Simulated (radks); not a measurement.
**Dy³⁴⁺ in [Ar] 3d10 4s2 4p1.5 4f0.5: an all-electron calculation**

Aim: the levels, the sizes of the orbitals and the parts of the energy of the dysprosium ion Dy34+.

Method: Dirac Kohn-Sham, PBE, spin-unpolarised, spherical densities, point nucleus; open shells fill j = l - 1/2 first. Code: radks (a radial shooting solver on a logarithmic mesh, Libxc functionals) version 1.

**1. The atom as given**

- element: dysprosium (Z = 66)
- charge: +34
- electrons: 32
- configuration: [Ar] 3d10 4s2 4p1.5 4f0.5

**2. Self-consistent calculation**

The run's settings:

```text
Z 66
configuration [Ar] 3d10 4s2 4p1.5 4f0.5 5s0 4d0 5p0 5f0
relativity Dirac
functional pbe,pbe
spin unpolarised
j_filling energy
nucleus point
c 137.035999084
```

The run is started by

```
$ python run_ks.py task.json out
```

All runs below come from this command, one after another.

**Question.** What will this run give?

**Answer**, as computed:

```
                        quantity                    value
                    total energy      -11509.8789 hartree
exchange-correlation share of it                   1.85 %
                            −T/E                   1.1025
          highest occupied level        4f5/2, -1116.3 eV
    most extended occupied level  4s1/2, <r> = 0.470 bohr
 radius at density 0.001 e/bohr³                1.13 bohr
    maxima of the radial density                        3
```

What this shows: The radial density shows 3 maxima for 4 occupied principal shells; where shells overlap, one shows as a shoulder or not at all. −T/E is 1.103: with relativity the kinetic term as defined here no longer equals −E. This is not the tabulated ground configuration, so its levels and sizes aren't those of the ground state, and no measured value stands beside it.
